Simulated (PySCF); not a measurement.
# TaOCl: triplet, from a linear start

Where does triplet TaOCl go from a linear start, is the end point a minimum, and what are its modes, charges and moments?

The runs use PySCF 2.14.0; PBE0, basis Ta def2-TZVP with ECP60, O def2-TZVP, Cl def2-TZVP, scalar-relativistic core potentials, no spin–orbit coupling, density fitting.

### Step 1. Where the work starts

3 atoms, charge 0, spin multiplicity 3.

Bond lengths: Ta1–O2 1.830 Å, Ta1–Cl3 2.450 Å. Angles: O2–Ta1–Cl3 180.0°.

Z-matrix (Å, degrees; charge 0 multiplicity 3):
```
Ta
O  1 1.8300
Cl 1 2.4500 2 180.00
```

### Step 2. First SCF at the start

The steps below are one call of a driver around PySCF. For each, scf.py gives the equivalent set-up of the SCF; relaxations use the driver's own optimiser. After this first run the driver tries any further starts and a stability analysis.

scf.py

```python
from pyscf import gto, scf, dft
mol = gto.M(atom='''
Ta     0.000000     0.000000     0.000000
O      0.000000     0.000000    -1.830000
Cl     0.000000     0.000000     2.450000''',
    basis={'Ta': 'def2-TZVP', 'O': 'def2-TZVP', 'Cl': 'def2-TZVP'},
    ecp={'Ta': 'def2-TZVP'},
    charge=0, spin=2)
mf = dft.UKS(mol, xc='PBE0')
mf.grids.atom_grid = (50, 194)
aux = {'Ta': 'def2-universal-JKFIT', 'O': 'def2-universal-JKFIT', 'Cl': 'def2-universal-JKFIT'}
mf = mf.density_fit(auxbasis=aux)
mf.conv_tol = 1e-08
mf.diis_space = 10
mf.max_cycle = 60
mf.init_guess = 'minao'
mf.verbose = 4
mf.kernel()
```

Command:

```
OMP_NUM_THREADS=4 python axn.py task.json out
```

The log of the run:

```text
init E= -573.333526934033
[... the frontier-level lines of each cycle are left out ...]
cycle= 1 E= -592.077075601597  delta_E= -18.7  |g|= 0.67  |ddm|= 4.15
cycle= 2 E= -587.809446331634  delta_E= 4.27  |g|= 2.62  |ddm|= 1.74
cycle= 3 E= -592.206068805069  delta_E= -4.4  |g|= 0.312  |ddm|=  1.6
cycle= 4 E= -592.253064615409  delta_E= -0.047  |g|= 0.138  |ddm|= 0.499
cycle= 5 E= -592.262468939252  delta_E= -0.0094  |g|= 0.0608  |ddm|= 0.17
cycle= 6 E= -592.264345083964  delta_E= -0.00188  |g|= 0.0143  |ddm|= 0.0517
cycle= 7 E= -592.264469557306  delta_E= -0.000124  |g|= 0.00553  |ddm|= 0.00971
cycle= 8 E= -592.26451334394  delta_E= -4.38e-05  |g|= 0.00242  |ddm|= 0.00776
cycle= 9 E= -592.264533602533  delta_E= -2.03e-05  |g|= 0.00112  |ddm|= 0.00709
cycle= 10 E= -592.264538671116  delta_E= -5.07e-06  |g|= 0.000333  |ddm|= 0.0045
cycle= 11 E= -592.264539000228  delta_E= -3.29e-07  |g|= 9.36e-05  |ddm|= 0.00134
cycle= 12 E= -592.264539009002  delta_E= -8.77e-09  |g|= 2.87e-05  |ddm|= 0.000156
Extra cycle  E= -592.264539008883  delta_E= 1.2e-10  |g|= 6.02e-05  |ddm|= 7.38e-05
converged SCF energy = -592.264539008883  <S^2> = 2.0242175  2S+1 = 3.0161018
```

This step, with its further starts and checks, took 12 s on 4 threads of Arm Neoverse V2, shared host.

The starts that the driver tried:

```tsv
start	energy (Eh)
the minimal-basis guess	-592.264539
a thermally smeared density	-592.264539
a smeared PBE density	-592.264539
```

No lower solution of this spin turned up from the other starts or in the test of internal stability.

### Step 3. Relaxing the triplet from the linear start

The program finds C∞v symmetry in the start, which this walk keeps. Threshold on the gradient: 0.0003 Eh/bohr, with a further test on the energy change.

Edit scf.py of step 2 so:

```diff
@@ -3,3 +3,3 @@
-Ta     0.000000     0.000000     0.000000
-O      0.000000     0.000000    -1.830000
-Cl     0.000000     0.000000     2.450000''',
+Ta     0.000000     0.000000    -0.243209
+O      0.000000     0.000000    -2.073209
+Cl     0.000000     0.000000     2.206791''',
@@ -16 +15,0 @@
-mf.init_guess = 'minao'
```

The optimiser's trace:

```tsv
step	energy (Eh)	change (kJ/mol)	largest symmetric gradient (Eh/bohr)
0	-592.264539	0.00	0.08439
1	-592.274103	-25.11	0.01879
2	-592.274369	-25.81	0.00381
3	-592.274391	-25.87	0.00050
4	-592.274392	-25.87	0.00010
```

The walk took 8.8 s.

Positions (Å) and forces (eV/Å) along the way:

```
step 0
Ta   0.000   0.000  -0.243   0.000   0.000  -3.354
O    0.000   0.000  -2.073   0.000   0.000   4.340
Cl   0.000   0.000   2.207   0.000   0.000  -0.986
step 1
Ta   0.000   0.000  -0.268   0.000   0.000   0.966
O    0.000   0.000  -1.979   0.000   0.000  -0.884
Cl   0.000   0.000   2.138   0.000   0.000  -0.082
step 2
Ta   0.000   0.000  -0.259   0.000   0.000  -0.103
O    0.000   0.000  -1.991   0.000   0.000   0.196
Cl   0.000   0.000   2.141   0.000   0.000  -0.093
step 3
Ta   0.000   0.000  -0.259   0.000   0.000   0.011
O    0.000   0.000  -1.988   0.000   0.000   0.014
Cl   0.000   0.000   2.137   0.000   0.000  -0.026
step 4
Ta   0.000   0.000  -0.258   0.000   0.000   0.005
O    0.000   0.000  -1.987   0.000   0.000  -0.003
Cl   0.000   0.000   2.136   0.000   0.000  -0.002
```

It settles in C∞v symmetry, 25.9 kJ/mol below the start, after 4 steps: Ta–Cl 2.394 Å, Ta–O 1.729 Å; Cl–Ta–O 180.0°.

### Step 4. Vibrations and properties at this point

On the finer grid the gradient is checked again; gradients at displacements of ±0.02 bohr then give force constants and infrared intensities.

Edit scf.py of step 3 so:

```diff
@@ -3,3 +3,3 @@
-Ta     0.000000     0.000000    -0.243209
-O      0.000000     0.000000    -2.073209
-Cl     0.000000     0.000000     2.206791''',
+Ta     0.000000     0.000000    -0.241684
+O      0.000000    -0.000000    -1.970358
+Cl    -0.000000     0.000000     2.152069''',
@@ -10 +10 @@
-mf.grids.atom_grid = (50, 194)
+mf.grids.atom_grid = (75, 302)
@@ -13 +13 @@
-mf.conv_tol = 1e-08
+mf.conv_tol = 1e-10
```

This SCF starts from the last density.

SCF at the final geometry:

```text
init E= -592.274429655292
[... the frontier-level lines of each cycle are left out ...]
cycle= 1 E= -592.274429655292  delta_E= -7.96e-13  |g|= 7.41e-07  |ddm|= 1.99e-06
Extra cycle  E= -592.274429655292  delta_E=    0  |g|= 9.12e-07  |ddm|= 1.94e-06
converged SCF energy = -592.274429655292  <S^2> = 2.0132093  2S+1 = 3.0087933
```

The whole step took 30 s.

Geometry: C∞v; Ta–Cl 2.394 Å, Ta–O 1.729 Å; Cl–Ta–O 180.0°.

Modes, for the most abundant isotopes:

| symmetry | ω (cm⁻¹) | IR (km/mol) | μ (u) |
| --- | --- | --- | --- |
| π | 132i | 27.0 | 21.20 |
| σ+ | 343 | 65.6 | 39.45 |
| σ+ | 984 | 226 | 17.14 |

With 2 modes imaginary (up to 132i cm⁻¹) this point is a saddle.

Properties at this point:

```
Dipole moment                                                   : 0.47 D
Highest occupied level                                          : -6.93 eV
Lowest empty level                                              : -3.92 eV
Rotational constants                                            : 0.07185 cm⁻¹
Zero-point energy (real modes)                                  : 7.9 kJ/mol
Principal polarisabilities                                      : 53.4, 53.4, 72.3 bohr³
Atomisation energy without zero-point energy                    : 1144 kJ/mol
Principal traceless quadrupole moments about the centre of mass : -16.02, 8.01, 8.01 D Å
Spin squared ⟨S²⟩                                               : 2.013
```

Charges (e) and bond orders:

```
atom  Mulliken  Löwdin  polar tensor  spin (Mulliken)  Mayer order to Ta1
 Ta1      0.94    0.44          1.45             2.14                   –
  O2     -0.51   -0.33         -0.86            -0.11                2.20
 Cl3     -0.43   -0.11         -0.60            -0.04                0.98
```

Outer orbital energies (eV). α occupied: -11.47, -10.33, -10.33, -9.23, -9.23, -9.16, -7.25, -6.93; empty: -3.92, -1.86, -1.86, -0.17. β occupied: -25.24, -22.30, -11.34, -10.30, -10.30, -9.31, -9.31, -8.97; empty: -3.54, -2.85, -2.29, -1.13.

Mulliken populations on Ta1 (outside its core potential): s 2.83, p 6.26, d 2.88, f 0.09.

### Step 5. Downhill along the imaginary mode

The atoms are moved a little along the softest imaginary mode and relaxed again.

The program finds Cs symmetry in the start, which this walk keeps. Threshold on the gradient: 0.0003 Eh/bohr, with a further test on the energy change.

Edit scf.py of step 4 so:

```diff
@@ -3,3 +3,3 @@
-Ta     0.000000     0.000000    -0.241684
-O      0.000000    -0.000000    -1.970358
-Cl    -0.000000     0.000000     2.152069''',
+Ta    -0.038055     0.000417    -0.241716
+O      0.249985    -0.002737    -1.970390
+Cl     0.082575    -0.000904     2.152037''',
@@ -10 +10 @@
-mf.grids.atom_grid = (75, 302)
+mf.grids.atom_grid = (50, 194)
@@ -13 +13 @@
-mf.conv_tol = 1e-10
+mf.conv_tol = 1e-08
```

Steps of the walk:

```tsv
step	energy (Eh)	change (kJ/mol)	largest symmetric gradient (Eh/bohr)
0	-592.275357	0.00	0.02555
1	-592.276825	-3.85	0.00998
2	-592.279499	-10.87	0.01394
3	-592.283251	-20.73	0.00816
4	-592.285009	-25.34	0.02454
5	-592.286118	-28.25	0.02647
6	-592.287642	-32.25	0.01285
7	-592.287905	-32.94	0.00557
8	-592.287951	-33.06	0.00050
9	-592.287952	-33.07	0.00002
```

The walk took 22 s.

Positions (Å) and forces (eV/Å) along the way:

```
step 0
Ta  -0.038   0.000  -0.242  -0.135   0.002  -1.091
O    0.250  -0.003  -1.970  -0.007   0.000   1.314
Cl   0.083  -0.001   2.152   0.142  -0.002  -0.223
step 1
Ta  -0.070   0.001  -0.251  -0.513   0.006   0.232
O    0.267  -0.003  -1.939   0.318  -0.004  -0.195
Cl   0.098  -0.001   2.130   0.196  -0.003  -0.037
step 5
Ta  -0.411   0.004  -0.275   0.697  -0.007  -0.870
O    0.460  -0.005  -1.781  -0.656   0.006   1.360
Cl   0.246  -0.003   1.996  -0.041   0.001  -0.490
step 9
Ta  -0.480   0.005  -0.284  -0.001  -0.001   0.001
O    0.493  -0.005  -1.688  -0.003   0.000  -0.001
Cl   0.281  -0.003   1.912   0.004   0.001   0.001
```

After 9 steps and 33.1 kJ/mol it ends at Cs: Ta–Cl 2.324 Å, Ta–O 1.708 Å; Cl–Ta–O 126.2°.

### Step 6. Frequencies

As before: finer grid, then central differences.

Edit scf.py of step 5 so:

```diff
@@ -3,3 +3,3 @@
-Ta    -0.038055     0.000417    -0.241716
-O      0.249985    -0.002737    -1.970390
-Cl     0.082575    -0.000904     2.152037''',
+Ta    -0.181478     0.001987    -0.234277
+O      0.791057    -0.008660    -1.638718
+Cl     0.578306    -0.006331     1.962059''',
@@ -10 +10 @@
-mf.grids.atom_grid = (50, 194)
+mf.grids.atom_grid = (75, 302)
@@ -13 +13 @@
-mf.conv_tol = 1e-08
+mf.conv_tol = 1e-10
```

Log of the central SCF (cycles and frontier levels):

```text
init E= -592.287926791989
[... the frontier-level lines of each cycle are left out ...]
cycle= 1 E= -592.287926792213  delta_E= -2.24e-10  |g|= 4.32e-06  |ddm|= 2.82e-05
cycle= 2 E= -592.287926792466  delta_E= -2.53e-10  |g|= 4.97e-06  |ddm|= 3e-05
cycle= 3 E= -592.287926792548  delta_E= -8.16e-11  |g|= 4.46e-06  |ddm|= 9.22e-06
Extra cycle  E= -592.287926792843  delta_E= -2.95e-10  |g|= 4.83e-06  |ddm|= 3.22e-05
converged SCF energy = -592.287926792843  <S^2> = 2.0105561  2S+1 = 3.0070292
```

The whole step took 48 s on 4 threads of Arm Neoverse V2, shared host.

Geometry: Cs; Ta–Cl 2.324 Å, Ta–O 1.708 Å; Cl–Ta–O 126.2°.

Harmonic modes (main isotopes):

```json
{"symmetry": "a'", "ω (cm⁻¹)": "146", "IR (km/mol)": "1.7", "μ (u)": "20.28", "type": "bend"}
{"symmetry": "a'", "ω (cm⁻¹)": "376", "IR (km/mol)": "53.7", "μ (u)": "40.17", "type": "stretch"}
{"symmetry": "a'", "ω (cm⁻¹)": "1010", "IR (km/mol)": "162", "μ (u)": "17.25", "type": "stretch"}
```

No imaginary mode, so this is a minimum.

Properties at this point:

```yaml
Dipole_moment: 2.26 D
Highest_occupied_level: -6.00 eV
Lowest_empty_level: -3.48 eV
Rotational_constants: 0.7221, 0.08788, 0.07835 cm⁻¹
Zero-point_energy: 9.2 kJ/mol
Principal_polarisabilities: 54.0, 55.6, 69.4 bohr³
Atomisation_energy_without_zero-point_energy: 1180 kJ/mol
Principal_traceless_quadrupole_moments_about_the_centre_of_mass: -8.67, 1.78, 6.89 D Å
Entropy_at_298.15_K_and_1_bar_electronic_part_spin_only: 307.9 J/(mol K)
Heat_capacity_Cp_at_298.15_K: 49.1 J/(mol K)
Enthalpy_at_298.15_K_above_0_K: 12.59 kJ/mol
Rotational_symmetry_number: 1
Spin_squared_⟨S²⟩: 2.011
```

Populations by atom (charges in e):

| atom | Mulliken | Löwdin | polar tensor | spin (Mulliken) | Mayer order to Ta1 |
| --- | --- | --- | --- | --- | --- |
| Ta1 | 0.86 | 0.31 | 1.18 | 2.11 | – |
| O2 | -0.49 | -0.30 | -0.70 | -0.10 | 2.23 |
| Cl3 | -0.37 | -0.01 | -0.48 | -0.01 | 1.07 |

Outer orbital energies (eV). α occupied: -11.50, -10.66, -10.44, -10.16, -9.79, -9.43, -7.03, -6.00; empty: -3.48, -1.99, -1.28, 0.07. β occupied: -25.29, -22.77, -11.36, -10.55, -10.44, -9.99, -9.83, -9.39; empty: -3.17, -2.46, -1.77, -1.18.

Mulliken populations on Ta1 (outside its core potential): s 2.82, p 6.34, d 2.90, f 0.08.

### Step 7. All stationary points

| spin | group | bonds | imaginary modes (cm⁻¹) | ΔE (kJ/mol) | with zero-point energy |
| --- | --- | --- | --- | --- | --- |
| triplet | Cs | Ta–Cl 2.324 Å, Ta–O 1.708 Å | none | 0.0 | 0.0 |
| triplet | C∞v | Ta–Cl 2.394 Å, Ta–O 1.729 Å | 132i, 132i | 35.4 | – |

### Step 8. What came out

```
                                          quantity                                        value
                                           minimum                                  triplet, Cs
                                          geometry  Ta–Cl 2.324 Å, Ta–O 1.708 Å; Cl–Ta–O 126.2°
                                wavenumbers (cm⁻¹)                146 (a'), 376 (a'), 1010 (a')
                                     dipole moment                                       2.26 D
highest occupied, lowest empty level (either spin)                              -6.00, -3.48 eV
                        polar-tensor charge of Ta1                                      +1.18 e
                                 zero-point energy                                   9.2 kJ/mol
                               entropy at 298.15 K                              307.9 J/(mol K)
         atomisation energy (no zero-point energy)                                  1180 kJ/mol
                                              ⟨S²⟩                                        2.011
```

From C∞v at the start the molecule goes to a Cs minimum, after a stop at a second-order saddle point 35.4 kJ/mol higher, from which it was pushed off along an imaginary mode. The strongest infrared band lies at 1010 cm⁻¹ (a', stretch). Most of the spin sits on Ta1 (Mulliken spin 2.11, against 2 for the whole molecule). Other starts or spin states, not run here, may lie lower. Open d and f shells are described by one determinant, and the ground state may have another occupation or spin. Spin–orbit coupling, left out here, can matter for elements this heavy.

The search up to here took 2 min.
